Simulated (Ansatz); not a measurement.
**BNH3 (SMILES B[NH]): UB3LYP/6-31G(d) (spherical functions)**

What is the electronic atomisation energy of BNH3 at UB3LYP/6-31G* (spherical functions)? 

Program for the calculation: Ansatz 0.2.0.

45 further runs of the same task are left out: 45 set aside as unsound or not needed.

## 1. Starting point

The species is BNH3 (5 atoms), meant as a doublet with charge 0. SMILES: `B[NH]`. The coordinates come from a PBE0-D4/def2-TZVP relaxation.

Bond lengths: B1–N2 1.329 Å, B1–H3 1.210 Å, B1–H4 1.204 Å, N2–H5 0.999 Å. Angles: B1–N2–H5 163.9°, N2–B1–H3 118.8°, N2–B1–H4 121.2°, H3–B1–H4 119.9°.

## 2. A single-point energy at UB3LYP/6-31G(d) (spherical functions)

Contents of molecule.yaml:

```yaml
crystal:
  periodic: [false, false, false]
  atoms:
    - symbol: B
      position_ang: [-0.310800, -0.370100, -0.091600]
    - symbol: N
      position_ang: [0.531200, 0.655200, -0.019800]
    - symbol: H
      position_ang: [-0.414800, -1.107400, 0.862500]
    - symbol: H
      position_ang: [-0.964100, -0.573100, -1.081900]
    - symbol: H
      position_ang: [1.208400, 1.321700, 0.289300]
basis:
  gaussian:
    orbitals: 6-31G_st_-spherical.json
magnetization:
  spin_polarized: true
  initial_magnetization: 1
hamiltonian:
  xc: {name: B3LYP}
accuracy: high
output:
  orbitals: {seedname: orbitals}
```

The basis set 6-31G* is read from a file made from the Basis Set Exchange's data (not shown).

On the command line:

```
$ ansatz run molecule.yaml --threads 1 --pin off --max-ram 3480MiB --events-out events.jsonl --progress --plain --runs-dir runs
```

The program printed:

```text
Warning: RAYON_NUM_THREADS=1 ignored (pool sized by the plan → 1); use --threads N
Functional definition: B3LYP
  name "B3LYP"
  parameter a0 = 0.2
  parameter ax = 0.72
  parameter ac = 0.81
  exchange = (1 - a0 - ax)*slater_x + ax*b88_x + a0*exact_x
  correlation = (1 - ac)*vwn_rpa_c + ac*lyp_c
748 factors; integrals over basis functions are off by at most 2.4e-9 eV
mean field evaluation 1: about -2209.6009 eV, gradient 3.0e1 eV
mean field evaluation 2: about -2201.8850 eV, gradient 4.8e1 eV
mean field evaluation 4: about -2213.6738 eV, gradient 2.1e0 eV
mean field evaluation 8: about -2213.7017 eV, gradient 1.9e-2 eV
mean field evaluation 16: about -2213.7017 eV, gradient 3.6e-6 eV
mean field -2213.70168589 eV, -81.3520364557 hartree, gradient 8.1e-8 eV, S^2 0.757249; 0 other end points of the search recorded, 0 dependent functions left out
reference -2213.70171427 eV, -81.3520374987 hartree; 8, 7 occupied and 26, 27 virtual orbitals, 748 factors
Total energy: -2213.70171427 eV, -81.3520374987 hartree
```

It took 2 s on 1 thread of Arm Neoverse V1, shared host; peak memory 0.12 GiB.

## 3. The B atom, same level

Contents of run.yaml:

```yaml
crystal:
  periodic: [false, false, false]
  atoms:
    - symbol: B
      position_ang: [0.000000, 0.000000, 0.000000]
basis:
  gaussian:
    orbitals: 6-31G_st_-spherical.json
magnetization:
  spin_polarized: true
  initial_magnetization: 1
hamiltonian:
  xc: {name: B3LYP}
accuracy: high
```

The basis set 6-31G* is read from a file made from the Basis Set Exchange's data (not shown).

Run the same way, it converges to -24.65384 Eh (log not shown).

## 4. The H atom, same level

Contents of job.yaml:

```yaml
basis:
  gaussian:
    orbitals: "6-31G*"
crystal:
  periodic: [false, false, false]
  atoms:
    - {symbol: H, position_ang: [0.000000, 0.000000, 0.000000]}
magnetization:
  spin_polarized: true
  initial_magnetization: 1
hamiltonian:
  xc: {name: B3LYP}
accuracy: high
```

On the command line:

```
$ ansatz run job.yaml --threads 1 --pin off --max-ram 3480MiB --events-out events.jsonl --progress --plain --runs-dir runs
```

The program printed:

```text
Warning: RAYON_NUM_THREADS=1 ignored (pool sized by the plan → 1); use --threads N
Functional definition: B3LYP
  name "B3LYP"
  parameter a0 = 0.2
  parameter ax = 0.72
  parameter ac = 0.81
  exchange = (1 - a0 - ax)*slater_x + ax*b88_x + a0*exact_x
  correlation = (1 - ac)*vwn_rpa_c + ac*lyp_c
3 factors; integrals over basis functions are off by at most 5.4e-10 eV
mean field evaluation 1: about -13.6135 eV, gradient 2.1e-1 eV
mean field evaluation 2: about -13.6127 eV, gradient 2.0e-1 eV
mean field evaluation 4: about -13.6131 eV, gradient 4.2e-7 eV
mean field evaluation 8: about -13.6131 eV, gradient 8.0e-10 eV
mean field -13.61309805 eV, -0.5002721262 hartree, gradient 8.6e-9 eV, S^2 0.750000; 0 other end points of the search recorded, 0 dependent functions left out
reference -13.61311596 eV, -0.5002727842 hartree; 1, 0 occupied and 1, 2 virtual orbitals, 3 factors
Total energy: -13.61311596 eV, -0.5002727842 hartree
```

Wall time 0.12 s (1 thread of Arm Neoverse V1, shared host).

## 5. The N atom, same level

Contents of run.yaml:

```yaml
crystal:
  periodic: [false, false, false]
  atoms:
    - symbol: "N"
      position_ang: [0.000000, 0.000000, 0.000000]
basis:
  gaussian: {orbitals: 6-31G_st_-spherical.json}
magnetization: {spin_polarized: true, initial_magnetization: 3}
hamiltonian: {xc: {name: B3LYP}}
accuracy: high
```

The basis set 6-31G* is read from a file made from the Basis Set Exchange's data (not shown).

On the command line:

```
$ ansatz run run.yaml --threads 1 --pin off --max-ram 3480MiB --events-out events.jsonl --progress --plain --runs-dir runs
```

The program printed:

```text
Warning: RAYON_NUM_THREADS=1 ignored (pool sized by the plan → 1); use --threads N
Functional definition: B3LYP
  name "B3LYP"
  parameter a0 = 0.2
  parameter ax = 0.72
  parameter ac = 0.81
  exchange = (1 - a0 - ax)*slater_x + ax*b88_x + a0*exact_x
  correlation = (1 - ac)*vwn_rpa_c + ac*lyp_c
96 factors; integrals over basis functions are off by at most 1.2e-9 eV
mean field evaluation 1: about -1485.1541 eV, gradient 5.0e0 eV
mean field evaluation 2: about -1485.2368 eV, gradient 2.8e0 eV
mean field evaluation 4: about -1485.2760 eV, gradient 7.0e-2 eV
mean field evaluation 8: about -1485.2757 eV, gradient 1.0e-4 eV
mean field -1485.27568097 eV, -54.5828745195 hartree, gradient 2.5e-9 eV, S^2 3.752147; 0 other end points of the search recorded, 0 dependent functions left out
reference -1485.27569590 eV, -54.5828750685 hartree; 5, 2 occupied and 9, 12 virtual orbitals, 96 factors
Total energy: -1485.27569590 eV, -54.5828750685 hartree
```

It took 0.32 s on 1 thread of Arm Neoverse V1, shared host.

## 6. Summary of results

At UB3LYP/6-31G* (spherical functions):

| quantity | value |
| --- | --- |
| molecule: total energy | -81.35204 Eh |
| molecule: HOMO energy (highest over α and β) | -7.30 eV |
| molecule: LUMO energy (lowest over α and β) | -3.13 eV |
| molecule: ⟨S²⟩ | 0.757 |
| B atom: total energy | -24.65384 Eh |
| B atom: ⟨S²⟩ | 0.752 |
| H atom: total energy | -0.50027 Eh |
| H atom: ⟨S²⟩ | 0.750 |
| N atom: total energy | -54.58288 Eh |
| N atom: ⟨S²⟩ | 3.752 |
| electronic atomisation energy | 16.722 eV |

**Reading.** Taking the molecule apart into free atoms costs 16.72 eV (386 kcal/mol), before zero-point energy and without spin-orbit coupling.
